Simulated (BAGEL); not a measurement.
**C2H7BO (SMILES CB(C)O) at HF/3-21G (density fitting with qzvpp-jkfit)**

Aim: the energy change on altering one bond length of C2H7BO at HF/3-21G (density fitting with qzvpp-jkfit), from 2 runs. 

The calculation is run with BAGEL 1.2.2.

3 further runs of the same task are left out: 1 that didn't finish, 2 set aside as unsound or not needed.

### 1 The structure to begin with

C2H7BO: 11 atoms, total charge 0, spin state singlet. SMILES: `CB(C)O`. The shape is that of a PBE0-D4/def2-TZVP optimisation.

Bond lengths: C1–B2 1.569 Å, B2–C3 1.576 Å, B2–O4 1.364 Å, C1–H5 1.091 Å, C1–H6 1.097 Å, C1–H7 1.094 Å, C3–H8 1.094 Å, C3–H9 1.097 Å, C3–H10 1.094 Å, O4–H11 0.961 Å. Some angles: C1–B2–C3 122.0°, C1–B2–O4 116.9°, C3–B2–O4 121.1°, B2–C1–H5 112.9°, B2–C1–H6 109.3°, B2–C1–H7 111.9°, B2–C3–H8 114.6°, B2–C3–H9 109.2°, B2–C3–H10 111.5°, B2–O4–H11 112.9°.

### 2 A single-point energy at HF/3-21G (density fitting with qzvpp-jkfit)

calc.json reads:

```json
{ "bagel" : [

{
  "title" : "molecule",
  "basis" : "3-21g",
  "df_basis" : "qzvpp-jkfit",
  "angstrom" : true,
  "geometry" : [
    { "atom" : "C", "xyz" : [      -0.082200,       1.350800,      -0.617000 ] },
    { "atom" : "B", "xyz" : [      -0.214900,      -0.175100,      -0.275700 ] },
    { "atom" : "C", "xyz" : [       0.473200,      -0.810900,       0.991300 ] },
    { "atom" : "O", "xyz" : [      -0.955400,      -0.936000,      -1.131500 ] },
    { "atom" : "H", "xyz" : [      -0.432600,       1.593600,      -1.621600 ] },
    { "atom" : "H", "xyz" : [      -0.678300,       1.935200,       0.094500 ] },
    { "atom" : "H", "xyz" : [       0.946400,       1.705800,      -0.503200 ] },
    { "atom" : "H", "xyz" : [       0.148100,      -1.829800,       1.222900 ] },
    { "atom" : "H", "xyz" : [       1.558200,      -0.841600,       0.835000 ] },
    { "atom" : "H", "xyz" : [       0.320800,      -0.194800,       1.882300 ] },
    { "atom" : "H", "xyz" : [      -1.018100,      -1.854200,      -0.856300 ] }
  ]
},

{ "title" : "hf" },

{ "title" : "print", "file" : "orbitals.molden", "orbitals" : true }

]}
```

On the command line:

```
$ BAGEL_NUM_THREADS=1 BAGEL calc.json > calc.out
```

The log of the run:

```text
* using 1 threads per process

  ===============================================================
  ===============================================================

  *** Geometry ***

  { "atom" : "C", "xyz" : [     -0.155335,      2.552642,     -1.165961 ] },
  { "atom" : "B", "xyz" : [     -0.406102,     -0.330891,     -0.520997 ] },
  { "atom" : "C", "xyz" : [      0.894218,     -1.532379,      1.873286 ] },
  { "atom" : "O", "xyz" : [     -1.805444,     -1.768784,     -2.138225 ] },
  { "atom" : "H", "xyz" : [     -0.817496,      3.011468,     -3.064380 ] },
  { "atom" : "H", "xyz" : [     -1.281801,      3.656998,      0.178579 ] },
  { "atom" : "H", "xyz" : [      1.788437,      3.223495,     -0.950910 ] },
  { "atom" : "H", "xyz" : [      0.279868,     -3.457821,      2.310946 ] },
  { "atom" : "H", "xyz" : [      2.944571,     -1.590394,      1.577921 ] },
  { "atom" : "H", "xyz" : [      0.606224,     -0.368119,      3.557031 ] },
  { "atom" : "H", "xyz" : [     -1.923930,     -3.503930,     -1.618172 ] },

  Number of auxiliary basis functions:      428

  Since a DF basis is specified, we compute 2- and 3-index integrals:
    o Being stored without compression. Storage requirement is 0.009 GB

  Number of basis functions:       50
  Number of electrons      :       32

    * METHOD: MOLECULE                             0.12

  *** RHF ***

  === Nuclear Repulsion ===
   113.5498242436

      * DIIS with orbital gradients will be used.

  === RHF iteration (3-21g) ===
      0       -178.30567252          0.02728733           0.02
      1       -178.41809383          0.01311405           0.02
      2       -178.44443630          0.00220786           0.02
      3       -178.44554682          0.00062210           0.02
      4       -178.44563233          0.00007553           0.02
      5       -178.44563511          0.00001213           0.02
      6       -178.44563518          0.00000392           0.02
      7       -178.44563519          0.00000116           0.02
      8       -178.44563519          0.00000031           0.02
      9       -178.44563519          0.00000010           0.02
     10       -178.44563519          0.00000004           0.02
     11       -178.44563519          0.00000001           0.02
    * SCF iteration converged.

    * Permanent dipole moment:
           (   -0.179583,     0.502734,    -0.483331) a.u.

    * METHOD: HF                                   0.30

    * METHOD: PRINT                                0.00

  ===============================================================
```

It took 0.62 s on 1 thread of Intel Xeon Platinum 8488C (Sapphire Rapids), shared host.

### 3 The distorted shape, same level

calc.json reads:

```json
{ "bagel" : [

{
  "title" : "molecule",
  "basis" : "3-21g",
  "df_basis" : "qzvpp-jkfit",
  "angstrom" : "true",
  "geometry" : [
    { "atom" : "C", "xyz" : [      -0.032039,       2.085374,      -0.837164 ] },
    { "atom" : "B", "xyz" : [      -0.164739,       0.559474,      -0.495864 ] },
    { "atom" : "C", "xyz" : [       0.523361,      -0.076326,       0.771136 ] },
    { "atom" : "O", "xyz" : [      -0.905239,      -0.201426,      -1.351664 ] },
    { "atom" : "H", "xyz" : [      -0.382439,       2.328174,      -1.841764 ] },
    { "atom" : "H", "xyz" : [      -0.628139,       2.669774,      -0.125664 ] },
    { "atom" : "H", "xyz" : [       0.996561,       2.440374,      -0.723364 ] },
    { "atom" : "H", "xyz" : [       0.198261,      -1.095226,       1.002736 ] },
    { "atom" : "H", "xyz" : [       1.608361,      -0.107026,       0.614836 ] },
    { "atom" : "H", "xyz" : [       0.370961,       0.539774,       1.662136 ] },
    { "atom" : "H", "xyz" : [      -1.018100,      -1.854200,      -0.856300 ] }
  ]
},

{ "title" : "hf" },

{ "title" : "print", "file" : "orbitals.molden", "orbitals" : "true" }

]}
```

On the command line:

```
$ BAGEL_NUM_THREADS=1 BAGEL calc.json > calc.out
```

The log of the run:

```text
* using 1 threads per process

  ===============================================================
  ===============================================================

  *** Geometry ***

  { "atom" : "C", "xyz" : [     -0.060545,      3.940786,     -1.582011 ] },
  { "atom" : "B", "xyz" : [     -0.311312,      1.057253,     -0.937047 ] },
  { "atom" : "C", "xyz" : [      0.989009,     -0.144235,      1.457236 ] },
  { "atom" : "O", "xyz" : [     -1.710654,     -0.380640,     -2.554275 ] },
  { "atom" : "H", "xyz" : [     -0.722705,      4.399611,     -3.480430 ] },
  { "atom" : "H", "xyz" : [     -1.187011,      5.045142,     -0.237471 ] },
  { "atom" : "H", "xyz" : [      1.883227,      4.611639,     -1.366960 ] },
  { "atom" : "H", "xyz" : [      0.374659,     -2.069677,      1.894896 ] },
  { "atom" : "H", "xyz" : [      3.039362,     -0.202250,      1.161872 ] },
  { "atom" : "H", "xyz" : [      0.701015,      1.020025,      3.140982 ] },
  { "atom" : "H", "xyz" : [     -1.923930,     -3.503930,     -1.618172 ] },

  Number of auxiliary basis functions:      428

  Since a DF basis is specified, we compute 2- and 3-index integrals:
    o Being stored without compression. Storage requirement is 0.009 GB

  Number of basis functions:       50
  Number of electrons      :       32

    * METHOD: MOLECULE                             0.12

  *** RHF ***

  === Nuclear Repulsion ===
   110.8935986658

      * DIIS with orbital gradients will be used.

  === RHF iteration (3-21g) ===
      0       -178.04595347          0.03213882           0.02
      1       -178.14251611          0.02897938           0.02
      2       -178.28144713          0.00324974           0.02
      3       -178.28485467          0.00132834           0.02
      4       -178.28549088          0.00035776           0.02
      5       -178.28558595          0.00011410           0.02
      6       -178.28559561          0.00003733           0.02
      7       -178.28559662          0.00001886           0.02
      8       -178.28559690          0.00000839           0.02
      9       -178.28559695          0.00000326           0.02
     10       -178.28559696          0.00000185           0.02
     11       -178.28559696          0.00000046           0.02
     12       -178.28559696          0.00000021           0.02
     13       -178.28559696          0.00000006           0.02
     14       -178.28559696          0.00000003           0.02
     15       -178.28559696          0.00000002           0.02
     16       -178.28559696          0.00000001           0.02
    * SCF iteration converged.

    * Permanent dipole moment:
           (   -0.207246,     0.391792,    -0.481538) a.u.

    * METHOD: HF                                   0.38

    * METHOD: PRINT                                0.00

  ===============================================================
```

Wall time 0.7 s (1 thread of Intel Xeon Platinum 8488C (Sapphire Rapids), shared host).

### 4 Summary of results

At HF/3-21G (density fitting with qzvpp-jkfit):

| quantity | value |
| --- | --- |
| first shape: total energy | -178.44564 Eh |
| first shape: dipole moment | 1.83 D |
| first shape: HOMO energy | -11.79 eV |
| first shape: LUMO energy | 5.08 eV |
| first shape: HOMO–LUMO gap | 16.87 eV |
| distorted shape: total energy | -178.28560 Eh |
| distorted shape: dipole moment | 1.66 D |
| distorted shape: HOMO energy | -10.81 eV |
| distorted shape: LUMO energy | 0.87 eV |
| distorted shape: HOMO–LUMO gap | 11.68 eV |
| energy change with the O4–H11 bond stretched from 0.961 to 1.729 Å | 4.355 eV |

What this shows: With the O4–H11 bond stretched from 0.961 to 1.729 Å the energy rises by 4.35 eV (420 kJ/mol). The first shape isn't relaxed at this level, so the change isn't measured from a minimum.
